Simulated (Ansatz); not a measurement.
Which YAML input does this script hand to the engine? (Ansatz's Python interface)

`pdos_na2brcl.py`
```python
"""Projected density of states of Na2BrCl."""

import warnings

import ansatz as az
import numpy as np


def main() -> None:
    warnings.simplefilter("ignore", az.DeckWarning)

    system = (
        az.Lattice.from_parameters(4.072049, 4.072049, 19.974351, alpha=90, beta=90, gamma=120)
        .space_group(166)
        .atom("Na", (0.0, 0.0, 0.254193))
        .atom("Br", (1 / 3, 2 / 3, 1 / 6))
        .atom("Cl", (0.0, 0.0, 0.0))
        .primitive()
    )

    calculation = (
        system.calculation()
        .basis(510)
        .functional("pbesol")
        .occupations("fixed")
        .kpoints(spacing=0.36)
        .scf(extra_bands=14)
        .density_of_states(projected=True, energy_step=0.05)
    )
    result = calculation.run()
    report = result.report

    dos = result.density_of_states()
    energy = np.asarray(dos.energies_ev) - dos.fermi_ev
    curves = {}
    for site in result.projected_density_of_states().sites:
        for shell in site.shells:
            weight = sum(np.sum(curve.g_bin_mean_per_ev, axis=0) for curve in shell.curves)
            name = f"{site.species} {shell.label}"
            curves[name] = curves.get(name, 0) + weight

    print("E-EF   " + " ".join(f"{name:>8s}" for name in curves))
    for e in np.arange(-10, 4 + 0.1, 1.0):
        print(f"{e:5.1f}  " + " ".join(f"{np.interp(e, energy, g):8.3f}" for g in curves.values()))


if __name__ == "__main__":
    main()
```

Output of `python pdos_na2brcl.py`:
```text
E-EF      Na 2S    Na 3S    Na 2P    Br 4S    Br 4P    Cl 3S    Cl 3P
-10.0     0.000    0.000    0.000    0.000    0.000    0.000    0.000
 -9.0     0.000    0.000    0.000    0.000    0.000    0.000    0.000
 -8.0     0.000    0.000    0.000    0.000    0.000    0.000    0.000
 -7.0     0.000    0.000    0.000    0.000    0.000    0.000    0.000
 -6.0     0.000    0.000    0.000    0.000    0.000    0.000    0.000
 -5.0     0.000    0.000    0.000    0.000    0.000    0.000    0.000
 -4.0     0.000    0.000    0.000    0.000    0.000    0.000    0.000
 -3.0     0.000    0.000    0.000    0.000    0.000    0.000    0.000
 -2.0     0.004    0.488    0.012    0.024    2.458    0.015    3.537
 -1.0     0.001    0.036    0.005    0.005    1.671    0.003    3.933
  0.0     0.000    0.000    0.000    0.000    0.138    0.000    0.003
  1.0     0.000    0.000    0.000    0.000    0.000    0.000    0.000
  2.0     0.000    0.000    0.000    0.000    0.000    0.000    0.000
  3.0     0.000    0.000    0.000    0.000    0.000    0.000    0.000
  4.0     0.000    0.000    0.000    0.000    0.000    0.000    0.000
```

`input.yaml`:
```yaml
crystal:
  lattice:
    a: 4.072049
    b: 4.072049
    c: 19.974351
    alpha: 90.0
    beta: 90.0
    gamma: 120.0
  space_group: 166
  atoms:
    - { symbol: Na, position: [0.0, 0.0, 0.254193] }
    - { symbol: Br, position: [0.3333333333333333, 0.6666666666666666, 0.16666666666666666] }
    - { symbol: Cl, position: [0.0, 0.0, 0.0] }
  reduce_to_primitive: true
basis:
  ecutwfc: 510.0
kpoints:
  mp_grid:
    kspacing: 0.36
hamiltonian:
  xc: pbesol
scf:
  n_extra_bands: 14
  occupations:
    method: fixed
output:
  dos:
    de: 0.05
    projected: true
```

Caveats:
- Semilocal gaps usually lie well under measured ones.
- With fixed filling the reported Fermi level is the top filled level among the k-points of the SCF.
- The crystal has a gap of about 4.17 eV on the mesh; bins of finite width blur the band edges.
- This cell is a computed structure, which may not be the phase found in nature.
- Curves are summed over the cell's atoms. Only shells that the potentials hold have channels, so projections don't add up to the total, least of all where a shell is missing (p of most metals); heights and places of peaks move with the mesh.
- The density of states is complete only as far up as bands were computed.
- Finished in 7.2 s on 1 thread of Arm Neoverse V1, with other jobs on the host, peak memory 0.45 GiB.

(Lines on the test bed's own set-up are left out of the output.)
